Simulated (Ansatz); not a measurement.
**PBE/def2-SVP run of CH3BCl2O (methoxydichloroborane)**

What is the vertical singlet–triplet gap of CH3BCl2O (methoxydichloroborane) at PBE/def2-SVP? 

The results are computed with Ansatz 0.2.0.

108 further runs of the same task are left out: 108 set aside as unsound or not needed.

### Step 1. The structure to begin with

CH3BCl2O: 8 atoms, total charge 0, spin state singlet. SMILES: `COB(Cl)Cl`. The shape is that of a PBE0-D4/def2-TZVP optimisation.

Bond lengths: C1–O2 1.417 Å, O2–B3 1.331 Å, B3–Cl4 1.752 Å, B3–Cl5 1.763 Å, C1–H6 1.090 Å, C1–H7 1.091 Å, C1–H8 1.091 Å. Angles: C1–O2–B3 126.0°, O2–B3–Cl4 118.1°, O2–B3–Cl5 123.2°, Cl4–B3–Cl5 118.7°, O2–C1–H6 107.8°, O2–C1–H7 111.7°, O2–C1–H8 108.7°, H6–C1–H7 109.9°, H6–C1–H8 109.2°, H7–C1–H8 109.6°.

### Step 2. A single-point energy at PBE/def2-SVP

run.yaml

```yaml
crystal:
  periodic: [false, false, false]
  atoms:
    - symbol: C
      position_ang: [-0.173000, -0.644100, 0.940400]
    - symbol: O
      position_ang: [0.000100, -0.547100, -0.462300]
    - symbol: B
      position_ang: [0.213000, 0.573500, -1.147500]
    - symbol: Cl
      position_ang: [0.382900, 0.455700, -2.887600]
    - symbol: Cl
      position_ang: [0.331800, 2.160700, -0.389600]
    - symbol: H
      position_ang: [0.452100, -1.462400, 1.297300]
    - symbol: H
      position_ang: [0.104200, 0.282000, 1.445200]
    - symbol: H
      position_ang: [-1.218800, -0.875400, 1.148200]
basis:
  gaussian: {orbitals: def2-SVP}
output: {orbitals: {seedname: orbitals}}
hamiltonian: {xc: pbe}
accuracy: high
```

The run is started by

```
$ ansatz run run.yaml --threads 1 --pin off --max-ram 3480MiB --events-out events.jsonl --progress --plain --runs-dir runs
```

The program printed:

```text
Warning: RAYON_NUM_THREADS=1 ignored (pool sized by the plan → 1); use --threads N
Functional definition: PBE
  name "PBE"
  parameter kappa = 0.804
  parameter beta = 0.06672455060314922
  exchange = pbe_x(kappa = kappa, mu = beta*pi^2/3)
  correlation = pbe_c(beta = beta)
2081 factors; integrals over basis functions are off by at most 5.6e-9 eV
mean field evaluation 1: about -28827.0060 eV, gradient 4.9e1 eV
mean field evaluation 2: about -28807.2086 eV, gradient 1.1e2 eV
mean field evaluation 4: about -28832.2976 eV, gradient 5.7e0 eV
mean field evaluation 8: about -28832.3642 eV, gradient 3.7e-1 eV
mean field evaluation 16: about -28832.3645 eV, gradient 1.3e-5 eV
mean field -28832.36451337 eV, -1059.5698525877 hartree, gradient 1.0e-8 eV, S^2 0.000000; 0 other end points of the search recorded, 0 dependent functions left out
reference -28832.36451620 eV, -1059.5698526919 hartree; 28, 28 occupied and 65, 65 virtual orbitals, 2081 factors
Total energy: -28832.36451620 eV, -1059.5698526919 hartree
```

Run time: 7.8 s. Hardware: 1 thread of Arm Neoverse V1, shared host; peak memory 0.24 GiB.

### Step 3. The triplet, same level

molecule.yaml

```yaml
crystal:
  periodic: [false, false, false]
  atoms:
    - symbol: C
      position_ang: [-0.173000, -0.644100, 0.940400]
    - symbol: O
      position_ang: [0.000100, -0.547100, -0.462300]
    - symbol: B
      position_ang: [0.213000, 0.573500, -1.147500]
    - symbol: Cl
      position_ang: [0.382900, 0.455700, -2.887600]
    - symbol: Cl
      position_ang: [0.331800, 2.160700, -0.389600]
    - symbol: H
      position_ang: [0.452100, -1.462400, 1.297300]
    - symbol: H
      position_ang: [0.104200, 0.282000, 1.445200]
    - symbol: H
      position_ang: [-1.218800, -0.875400, 1.148200]
basis:
  gaussian:
    orbitals: def2-SVP
accuracy: high
output: {orbitals: {seedname: orbitals}}
hamiltonian:
  xc: pbe
magnetization:
  spin_polarized: true
  initial_magnetization: 2
```

The run is started by

```
$ ansatz run molecule.yaml --threads 1 --pin off --max-ram 3480MiB --events-out events.jsonl --progress --plain --runs-dir runs
```

The program printed:

```text
Warning: RAYON_NUM_THREADS=1 ignored (pool sized by the plan → 1); use --threads N
Functional definition: PBE
  name "PBE"
  parameter kappa = 0.804
  parameter beta = 0.06672455060314922
  exchange = pbe_x(kappa = kappa, mu = beta*pi^2/3)
  correlation = pbe_c(beta = beta)
2081 factors; integrals over basis functions are off by at most 5.6e-9 eV
mean field evaluation 1: about -28817.3793 eV, gradient 4.2e1 eV
mean field evaluation 2: about -28752.6636 eV, gradient 1.2e2 eV
mean field evaluation 4: about -28822.8727 eV, gradient 2.6e1 eV
mean field evaluation 8: about -28825.4652 eV, gradient 7.6e0 eV
mean field evaluation 16: about -28825.9755 eV, gradient 1.0e-3 eV
mean field evaluation 32: about -28821.3089 eV, gradient 1.4e1 eV
mean field evaluation 64: about -28824.4077 eV, gradient 2.1e0 eV
mean field -28825.97553334 eV, -1059.3350619022 hartree, gradient 2.4e-8 eV, S^2 2.003106; 8 other end points of the search recorded, 0 dependent functions left out
reference -28825.97553630 eV, -1059.3350620111 hartree; 29, 27 occupied and 64, 66 virtual orbitals, 2081 factors
Total energy: -28825.97553630 eV, -1059.3350620111 hartree
```

Wall time 39 s (1 thread of Arm Neoverse V1, shared host); peak memory 0.32 GiB.

### Step 4. Results

Level: PBE/def2-SVP.

| quantity | value |
| --- | --- |
| singlet: total energy | -1059.56985 Eh |
| singlet: HOMO energy | -7.20 eV |
| singlet: LUMO energy | -0.81 eV |
| singlet: HOMO–LUMO gap | 6.39 eV |
| triplet: total energy | -1059.33506 Eh |
| triplet: HOMO energy (highest over α and β) | -0.89 eV |
| triplet: ⟨S²⟩ | 2.003 |
| vertical energy of the triplet above the singlet | 6.389 eV |

**Reading.** At this shape the triplet lies 6.39 eV (147 kcal/mol) above the singlet.
